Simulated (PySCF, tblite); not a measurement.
# AlGe2H8NO3, a small molecule taken as a stand-in for a surface group (germanium nitride N site): NMR shifts, core binding energies and electronic excitations

Aim: the NMR shifts, core binding energies and electronic excitations of `[OH][Al]([OH])[O][N]([GeH3])[GeH3]`.

Programs: tblite 0.8.0 and PySCF 2.14.0. All values are calculated, for the isolated system unless a continuum is named. Atoms count from 0, parts from 1.

## 1. Starting point

15 atoms, charge 0, multiplicity 1; geometry: distance geometry start.

## 2. Relaxing the cluster with GFN2-xTB

The job: settings as JSON, then the geometry in Å.

```
{"job": {"kind": "relax", "xc": "GFN2-xTB", "basis": "xTB"}, "charge": 0, "multiplicity": 1}
Ge    -1.786234     1.872132    -0.295383
N     -1.056632     0.236619     0.347637
Ge     0.864485     0.139894     0.425468
O     -1.699933    -0.905859    -0.029440
Al    -0.965973    -2.190710    -1.172605
O     -0.647916    -1.664060    -2.937443
O      0.334923    -3.359897    -0.399150
H     -1.334614     2.116805    -1.710821
H     -1.300660     3.018330     0.575070
H     -3.271170     1.813612    -0.261356
H      1.415345     1.499101     0.724224
H      1.377671    -0.349523    -0.905429
H      1.269518    -0.812327     1.536563
H     -0.367818    -0.787542    -3.213812
H      1.132574    -3.038890    -0.003896
```

Method: GFN2-xTB geometry optimisation, gas phase.

On the command line:

```bash
> OMP_NUM_THREADS=1 python cluster_run.py task.json out
```

One launch serves the whole session: the jobs run in the order shown.

**Question.** The jobs that follow are: PBE0-D3(BJ)/def2-SVP geometry optimisation, gas phase; GIAO PBE0/pcSseg-1 NMR shielding, non-relativistic, gas phase; delta-SCF UKS SCAN, pcX-2 on the ionised atom, pcseg-1 elsewhere, spin-free X2C; TDDFT CAM-B3LYP/def2-SVPD, vertical, gas phase, core orbitals frozen in the response. Predict: point group; rotational constants (main isotopes); 1H shifts against TMS (PBE0/pcSseg-1); 73Ge shifts against GeMe4 (PBE0/pcSseg-1); 15N shifts against NH3 (PBE0/pcSseg-1); 17O shifts against H2O (PBE0/pcSseg-1); 27Al shifts against AlH4- (PBE0/pcSseg-1); potential on the surface of density 0.002 e/bohr³, 1st and 99th percentile; O1s binding energies, SCAN/pcX-2; N1s binding energies, SCAN/pcX-2; Al2p binding energies, SCAN/pcX-2; lowest singlet (CAM-B3LYP/def2-SVPD); brightest single state of those computed; lowest triplet; vertical ionisation energy (ΔSCF); vertical electron affinity (ΔSCF).

The runs gave:

```
                                                                  quantity                                               value
                                                               point group                                                  C1
                                      rotational constants (main isotopes)                                0.98, 0.63, 0.44 GHz
                                     1H shifts against TMS (PBE0/pcSseg-1)  4.94, 4.93, 4.67, 4.67, 4.65, 4.65, 1.32, 1.19 ppm
                                 73Ge shifts against GeMe4 (PBE0/pcSseg-1)                                      -122, -124 ppm
                                    15N shifts against NH3 (PBE0/pcSseg-1)                                           124.3 ppm
                                    17O shifts against H2O (PBE0/pcSseg-1)                                105.9, 11.6, 1.8 ppm
                                 27Al shifts against AlH4- (PBE0/pcSseg-1)                                            23.0 ppm
potential on the surface of density 0.002 e/bohr³, 1st and 99th percentile                                  -1.68 V and 2.74 V
                                          O1s binding energies, SCAN/pcX-2                  O6 538.16, O5 538.16, O3 537.68 eV
                                          N1s binding energies, SCAN/pcX-2                                        N1 404.77 eV
                                         Al2p binding energies, SCAN/pcX-2                                        Al4 80.93 eV
                                      lowest singlet (CAM-B3LYP/def2-SVPD)                         4.83 eV (257 nm), f = 0.003
                                  brightest single state of those computed                         state 3, 5.97 eV, f = 0.028
                                                            lowest triplet                                             4.63 eV
                                         vertical ionisation energy (ΔSCF)                                             8.34 eV
                                         vertical electron affinity (ΔSCF)    -0.38 eV (unbound: the value hangs on the basis)
```

What this shows: The start of the PBE0/def2-SVP relaxation was shaken at random by about 0.01 Å, so part of the energy gained, and of the first lengths quoted, undoes that. The optimisation took 45 steps and gained 0.379 eV; among the close pairs (by a distance rule), Ge0–N1 changed most, from 1.793 to 1.851 Å (PBE0/def2-SVP). No frequency check was run at this level, so the end point may be a saddle. Hydrogens of an XH3 group are listed apart at this fixed geometry; free rotation makes them one line at their mean. At PBE0/pcSseg-1, counted by nearest atom on the grid, the HOMO lies on N1 58 %; O3 21 %, the LUMO on Al4 27 %; O3, O5, O6 about 12 % each. At SCAN/pcX-2: The O1s levels kept as sound span 0.48 eV, from O3 (oxygen bonded to Al, N) up to O6 (oxygen bonded to Al, H). The lowest singlet, at 4.83 eV, is HOMO→LUMO 0.84 and is weak; of the 6 states computed, the strongest absorption comes from state 3 at 5.97 eV. The lowest triplet lies 0.20 eV below the lowest singlet (triplets in Tamm-Dancoff, singlets in full TDDFT). The orbital energy would give 7.86 eV for ionisation, ΔSCF gives 8.34 eV. Spin-orbit coupling is left out, which matters for shieldings and couplings at and beside the heavy atoms. A capped cluster stands for the solid here, so long-range fields and strain are missing, and bands or shifts of the capping hydrogens have no counterpart in it.
